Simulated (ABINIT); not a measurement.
SnN2F2:

```
CELL_PARAMETERS angstrom
4.39704 -2.64701 0.00000
4.39704 2.64701 0.00000
-1.25295 0.00000 3.52112
ATOMIC_POSITIONS crystal
Sn 0.00000 0.00000 0.00000
F 0.17236 0.17236 0.63653
F 0.82764 0.82764 0.36347
N 0.46199 0.46199 0.09393
N 0.53801 0.53801 0.90607
```

The cell comes from a database or a generator and needn't be the stable form of this composition.

- Program: ABINIT 10.8.3 (patched build)
- Task: single point
- Functional: PBE
- Potentials or basis: JTH PAW PBE v2.0
- Cutoff: 707 eV
- k mesh: 6 × 6 × 8
- Occupations: fermi-dirac, width 0.05 eV
- Spin: no spin polarisation

On this cell: pressure 4.9 GPa; largest force 1.461 eV/Å; band gap on the k mesh 0.97 eV, direct.

The same run follows on a disturbed copy (atoms moved at random, drawn with an rms of 0.05 Å):

```
CELL_PARAMETERS angstrom
4.39704 -2.64701 0.00000
4.39704 2.64701 0.00000
-1.25295 0.00000 3.52112
ATOMIC_POSITIONS crystal
Sn 0.00768 0.00077 0.01059
F 0.16817 0.16141 0.62634
F 0.81931 0.83690 0.37103
N 0.46232 0.46322 0.08711
N 0.52860 0.54180 0.90842
```

What changes?

The energy moves by +26.6 meV/atom; pressure 11.4 GPa; largest force 6.581 eV/Å; band gap on the k mesh 1.33 eV, direct.

Forces on the atoms (eV/Å):
```
Sn  -0.287  0.327 -0.034
F    0.175  0.015  0.137
F    0.173 -0.046 -0.051
N   -5.267 -0.392  3.926
N    5.206  0.097 -3.976
```

Stress tensor (GPa, compression positive):
```
10.59  0.57 -6.12
 0.57 16.50 -0.35
-6.12 -0.35  6.97
```

Caveats: spin-orbit coupling is left out, which moves the levels of the heavy elements; the atomic spheres overlap; forces of over 1 eV/Å show positions far from the minimum, so gaps and moduli don't describe the material at rest (some runs).

A k mesh can miss the band edges.
